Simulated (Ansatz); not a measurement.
Write a Python script for Ansatz 0.2.0 through its Python package that makes a single point from a YAML input of Ca3Mg, space group Fm-3m. Settings: LDA, PAW, the default cutoff (420 eV here), Gaussian smearing of 0.15 eV.

Contents of `input.yaml`:
```yaml
crystal:
  lattice:
    - [0.0, 4.159925, 4.159925]
    - [4.159925, 0.0, 4.159925]
    - [4.159925, 4.159925, 0.0]
  atoms:
    - { symbol: Ca, position: [0.5, 0.5, 0.5] }
    - { symbol: Ca, position: [0.25, 0.25, 0.25] }
    - { symbol: Ca, position: [0.75, 0.75, 0.75] }
    - { symbol: Mg, position: [0.0, 0.0, 0.0] }
kpoints:
  mp_grid: { kspacing: 0.3 }
hamiltonian:
  xc: lda
scf:
  occupations: { method: gaussian, width: 0.15 }
output:
  forces: true
  stress: true
```

`ca3mg_yaml_run.py`
```python
"""Run a YAML input for Ca3Mg from Python."""

import json
import warnings

import ansatz as az
import numpy as np

warnings.simplefilter("ignore", az.DeckWarning)

planned = az.Session.from_deck("input.yaml").plan(threads=1, pin="off")
done = planned.execute()
summary = done.report

n_atoms = len(summary["lattice"]["sites"])
print("F =", round(summary["free_energy_ev"], 4), "eV for", n_atoms, "atoms")
print("E(sigma -> 0) =", round(summary["energy_sigma0_ev"], 4), "eV, TS =", round(summary["entropy_ts_ev"], 5), "eV")
print("closed by", summary["closed_by"], "after", summary["n_iterations"], "iterations")

# forces in eV per angstrom
print("forces (eV/A)")
for site, force in zip(done.lattice.sites, summary["forces_ev_ang"]):
    print(f"  {site.symbol:2s} {force[0]:9.4f} {force[1]:9.4f} {force[2]:9.4f}")

# the stress is positive in compression
stress = np.array(summary["stress_gpa"])
print(f"pressure {np.trace(stress) / 3:.3f} GPa")
print("stress tensor, GPa, positive in compression")
print(np.round(stress, 3) + 0.0)

used = summary["setup"]
print("cutoffs (eV):", used["ecut_ev"], used["ecutrho_ev"], " FFT grid:", used["fft_dense"])
print("cell volume {:.3f} A^3, {} symmetry operations".format(used["cell_volume_ang3"], used["n_sym_ops"]))

keep = ["free_energy_ev", "energy_sigma0_ev", "fermi_energy_ev", "n_iterations", "converged", "magnetization_mub", "n_kpoints"]
with open("ca3mg.json", "w") as handle:
    json.dump({key: summary[key] for key in keep}, handle, indent=1)
```

`python ca3mg_yaml_run.py` gives:
```text
F = -7219.3517 eV for 4 atoms
E(sigma -> 0) = -7219.2973 eV, TS = 0.1088 eV
closed by deck_thresholds after 6 iterations
forces (eV/A)
  Ca    0.0000   -0.0000   -0.0000
  Ca   -0.0000    0.0000    0.0000
  Ca   -0.0000    0.0000    0.0000
  Mg    0.0000   -0.0000   -0.0000
pressure -1.832 GPa
stress tensor, GPa, positive in compression
[[-1.832  0.     0.   ]
 [ 0.    -1.832  0.   ]
 [ 0.     0.    -1.832]]
cutoffs (eV): 420.0 1680.0  FFT grid: [40, 40, 40]
cell volume 143.975 A^3, 48 symmetry operations
```

It writes `ca3mg.json`:
```json
{
 "free_energy_ev": -7219.351725593003,
 "energy_sigma0_ev": -7219.297324149441,
 "fermi_energy_ev": 4.994580211436379,
 "n_iterations": 6,
 "converged": true,
 "magnetization_mub": 0.0,
 "n_kpoints": 10
}
```

Caveats:
- Absolute energies stand on the zero of these potentials, so only differences at equal settings mean something. A total without «per atom» is that of the cell as typed.
- This cell is a computed structure, which may not be the phase found in nature.
- It ran for 2.3 s on 1 thread of Arm Neoverse V1, on a shared host, peak memory 0.38 GiB.

(Lines on the test bed's own set-up are left out of the output.)
